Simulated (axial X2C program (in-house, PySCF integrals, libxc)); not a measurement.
# Linear SZrS at several levels

Aim: the two bond lengths and stretching wavenumbers of linear SZrS, with and without spin–orbit coupling, at PBE0, HF, BHandHLYP.

Method: all-electron X2C, two-component (2c) or spin-free, S dyall-av3z, Zr dyall-v3z; program: an in-house X2C program for linear molecules on PySCF integrals.

All values are calculated.

2 further runs of the same task are left out: 2 set aside as unsound or not needed.

### 1 Set-up

task.json

```json
{"zs": [16, 40, 16], "q": 0, "bas": ["dyall-av3z", "dyall-v3z", "dyall-av3z"], "r0": [2.21, 2.21], "symm": 1, "scan": ["PBE0", "HF", "BHandHLYP"], "levels": ["PBE0", "HF", "LDA"], "nst": 2}
```

Keys: zs atomic numbers; q charge; bas basis sets; r0 starting distance in Å; symm equal bonds; scan levels of the two-bond scan; levels methods; nst determinants followed.

Command:

```bash
$ python solin.py task.json out
```

Masses S 31.972, Zr 89.905, S 31.972 u.

### 2 Scan at PBE0, 2c

State: Ω = 0 (all partner blocks equally filled). Energies above the lowest point, from the job's result record:

```csv
r(S–Zr) (Å),r(Zr–S) (Å),E (meV)
2.2113,2.2113,99.64
2.2113,2.2680,43.96
2.2113,2.3247,60.00
2.2680,2.2113,43.96
2.2680,2.2680,0.00
2.2680,2.3247,26.88
2.2680,2.3814,110.76
2.3247,2.2113,60.00
2.3247,2.2680,26.88
2.3247,2.3247,63.76
2.3814,2.2680,110.76
2.3814,2.3814,258.40
```

A quadratic surface with cubic terms in each bond gives the minimum at 2.273 and 2.273 Å, force constants 3.45, 3.45 and coupling 0.50 mdyn/Å.

### 3 Scan at HF, 2c

State: Ω = 0 (all partner blocks equally filled). Energies above the lowest point, from the job's result record:

```csv
r(S–Zr) (Å),r(Zr–S) (Å),E (meV)
2.2113,2.2113,118.77
2.2113,2.2680,52.17
2.2113,2.3247,67.46
2.2680,2.2113,52.17
2.2680,2.2680,0.00
2.2680,2.3247,28.81
2.2680,2.3814,123.56
2.3247,2.2113,67.46
2.3247,2.2680,28.81
2.3247,2.3247,70.27
2.3814,2.2680,123.56
2.3814,2.3814,294.48
```

A quadratic surface with cubic terms in each bond gives the minimum at 2.274 and 2.274 Å, force constants 3.93, 3.93 and coupling 0.63 mdyn/Å.

### 4 Scan at BHandHLYP, 2c

State: Ω = 0 (all partner blocks equally filled). Energies above the lowest point, from the job's result record:

```csv
r(S–Zr) (Å),r(Zr–S) (Å),E (meV)
2.2113,2.2113,101.12
2.2113,2.2680,44.13
2.2113,2.3247,62.23
2.2680,2.2113,44.13
2.2680,2.2680,0.00
2.2680,2.3247,30.00
2.2680,2.3814,119.98
2.3247,2.2113,62.23
2.3247,2.2680,30.00
2.3247,2.3247,71.00
2.3814,2.2680,119.98
2.3814,2.3814,280.62
```

A quadratic surface with cubic terms in each bond gives the minimum at 2.271 and 2.271 Å, force constants 3.62, 3.62 and coupling 0.55 mdyn/Å.

### 5 The levels side by side

| level | r(S–Zr) (Å) | r(Zr–S) (Å) | lower stretch (cm⁻¹) | upper stretch (cm⁻¹) |
| --- | --- | --- | --- | --- |
| PBE0, 2c | 2.273 | 2.273 | 457.6 | 517.6 |
| HF, 2c | 2.274 | 2.274 | 492.0 | 547.6 |
| BHandHLYP, 2c | 2.271 | 2.271 | 470.5 | 528.6 |
| PBE0, spin-free | 2.273 | 2.273 | 457.8 | 517.8 |
| HF, spin-free | 2.274 | 2.274 | 492.2 | 547.8 |
| BHandHLYP, spin-free | 2.271 | 2.271 | 470.7 | 528.8 |

Scans not shown above were run alike.

**Reading.** Over the levels the S–Zr bond spans 2.271 to 2.274 Å and the Zr–S bond 2.271 to 2.274 Å. At PBE0 spin–orbit coupling leaves both bonds unchanged to 0.001 Å. Each state is one determinant, the lowest of a limited PBE0 search; the stretches come from a fit to few points and are good to some per cent at best. The stretches are sorted by size, and where the two bonds are alike the symmetric and antisymmetric modes can swap order between levels. The molecule was held linear; bending was not examined, so a bent shape may lie lower.
